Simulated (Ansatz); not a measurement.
C₂H₆GeO₂S, SMILES [SH][GeH]1[O]CC[O]1, a geometry optimisation

With the Python package of Ansatz (0.2.0).

The script reads `c2h6geo2s.xyz`:
```text
12

S     2.61380    0.01430    1.35380
Ge    1.03590    0.65630   -0.07010
O    -0.41840    1.16100    0.80960
C    -1.27800    0.07190    0.60400
C    -0.98120   -0.62240   -0.74190
O     0.40010   -0.74320   -0.95390
H     3.45540   -0.40710    0.30770
H     1.52540    1.76320   -1.03810
H    -1.15240   -0.65500    1.43710
H    -2.32970    0.42790    0.61490
H    -1.42830   -0.03440   -1.57400
H    -1.44260   -1.63240   -0.74890
```

Run as a notebook:

In [1]:
```python
import itertools
import warnings

import ansatz as az
from ase.data import atomic_numbers, covalent_radii
import numpy as np
import pandas as pd
```

In [2]:
```python
warnings.simplefilter('ignore', az.DeckWarning)
```

In [3]:
```python
geometry = az.Crystal.molecule_from_extxyz('c2h6geo2s.xyz')
```

In [4]:
```python
job = geometry.calculation().basis(gaussian='def2-SVP').functional('r2scan', dispersion='d3bj')
symbols = [site.symbol for site in geometry.cartesian_sites]
start = np.array([site.position_ang for site in geometry.cartesian_sites], dtype=float)
def progress(event):
    if event['event'] == 'relax_step':
        row = event['data']
        print(f'step {row["step"]:3d}  E = {row["lagrangian_ev"]:.6f} eV  largest force component {row["allowed_force_max_ev_ang"]:.4f} eV/A')
```

In [5]:
```python
r = job.relax(force_tolerance=0.005).session().plan().execute(on_event=progress).report
end = np.array(r['positions_ang'])

for key in ('converged', 'free_energy_ev', 'reference_energy_ev', 'n_frozen', 'n_occupied', 'n_virtual'):
    print(f'{key:22s} {r[key]}')
```
```text
step   1  E = -73601.247169 eV  largest force component 1.8955 eV/A
step   2  E = -73601.425169 eV  largest force component 0.4572 eV/A
step   3  E = -73601.436139 eV  largest force component 0.1216 eV/A
step   4  E = -73601.446284 eV  largest force component 0.2768 eV/A
step   5  E = -73601.450940 eV  largest force component 0.1027 eV/A
step   6  E = -73601.454695 eV  largest force component 0.1824 eV/A
step   7  E = -73601.462666 eV  largest force component 0.0960 eV/A
step   8  E = -73601.445715 eV  largest force component 0.7330 eV/A
step   9  E = -73601.465487 eV  largest force component 0.1069 eV/A
step  10  E = -73601.468018 eV  largest force component 0.1944 eV/A
step  11  E = -73601.471114 eV  largest force component 0.1995 eV/A
step  12  E = -73601.482746 eV  largest force component 0.0729 eV/A
step  13  E = -73601.491681 eV  largest force component 0.0885 eV/A
step  14  E = -73601.495647 eV  largest force component 0.0362 eV/A
step  15  E = -73601.492895 eV  largest force component 0.1641 eV/A
step  16  E = -73601.496144 eV  largest force component 0.0127 eV/A
step  17  E = -73601.496559 eV  largest force component 0.0067 eV/A
step  18  E = -73601.496603 eV  largest force component 0.0142 eV/A
step  19  E = -73601.496620 eV  largest force component 0.0312 eV/A
step  20  E = -73601.496660 eV  largest force component 0.0100 eV/A
step  21  E = -73601.496666 eV  largest force component 0.0015 eV/A
converged              True
free_energy_ev         -73601.49667618531
reference_energy_ev    -73601.41224147077
n_frozen               0
n_occupied             [41, 41]
n_virtual              [95, 95]
```

In [6]:
```python
radius = [covalent_radii[atomic_numbers[s]] for s in symbols]
span = lambda where, i, j: np.linalg.norm(where[i] - where[j])
bonded = [(i, j) for i, j in itertools.combinations(range(len(symbols)), 2) if min(span(start, i, j), span(end, i, j)) < 1.2 * (radius[i] + radius[j])]
print('pair        before    after (A)')
for i, j in bonded:
    print(f'{symbols[i]}{i}-{symbols[j]}{j}'.ljust(10), f'{span(start, i, j):8.4f} {span(end, i, j):8.4f}')

charges = r['charge_distribution']
table = pd.DataFrame({'atom': symbols, 'mulliken': charges['mulliken_charges_e'], 'lowdin': charges['lowdin_charges_e']})
print(table.round(3).to_string())
print('dipole (e A):', np.round(charges['dipole_moment_e_ang'], 4) + 0.0)
with open('c2h6geo2s_opt.xyz', 'w') as handle:
    handle.write(f'{len(symbols)}\nrelaxed C2H6GeO2S\n')
    handle.writelines(f'{s:2s} {x:11.6f} {y:11.6f} {z:11.6f}\n' for s, (x, y, z) in zip(symbols, end))
```
```text
pair        before    after (A)
S0-Ge1       2.2202   2.2107
S0-H6        1.4072   1.3523
Ge1-O2       1.7730   1.7927
Ge1-O5       1.7731   1.7889
Ge1-H7       1.5498   1.5308
O2-C3        1.4026   1.4240
C3-C4        1.5432   1.5332
C3-H8        1.1128   1.1092
C3-H9        1.1104   1.1025
C4-O5        1.4027   1.4261
C4-H10       1.1127   1.1085
C4-H11       1.1104   1.1027
   atom  mulliken  lowdin
0     S    -0.238   0.184
1    Ge     0.772  -0.150
2     O    -0.527  -0.002
3     C     0.163   0.020
4     C     0.179   0.024
5     O    -0.530  -0.001
6     H     0.103  -0.004
7     H    -0.066  -0.048
8     H     0.035  -0.006
9     H     0.039  -0.004
10    H     0.031  -0.009
11    H     0.039  -0.004
dipole (e A): [-0.0616  0.1978 -0.0534]
```

`c2h6geo2s_opt.xyz`, as written:
```text
12
relaxed C2H6GeO2S
S     2.712708   -0.557687    0.958784
Ge    1.159121    0.465206   -0.235883
O    -0.265311    1.089908    0.655560
C    -1.264924    0.076872    0.606329
C    -1.154800   -0.633517   -0.747855
O     0.226119   -0.828528   -1.045858
H     3.502441    0.538802    1.012162
H     1.737837    1.586612   -1.102409
H    -1.117435   -0.649280    1.431675
H    -2.253452    0.548069    0.734108
H    -1.629152   -0.019409   -1.539386
H    -1.653153   -1.616947   -0.727027
```

Total energies depend on the basis set; only differences at equal settings carry meaning. The end point is the stationary point reached from this start; no frequency run checks that it is a minimum, and the basis set is modest. The Löwdin charges here are taken after orthogonalising the functions within each atom; they differ from plain Löwdin charges, and their signs can be unphysical. Total less reference energy is the dispersion correction. A dispersion term here runs with damping parameters fitted for another variant or functional. The script silences the warnings on its input, which a real study should read. Wall time of the script: 5 min on 1 thread of Arm Neoverse V1, on a shared host, peak memory 0.33 GiB.
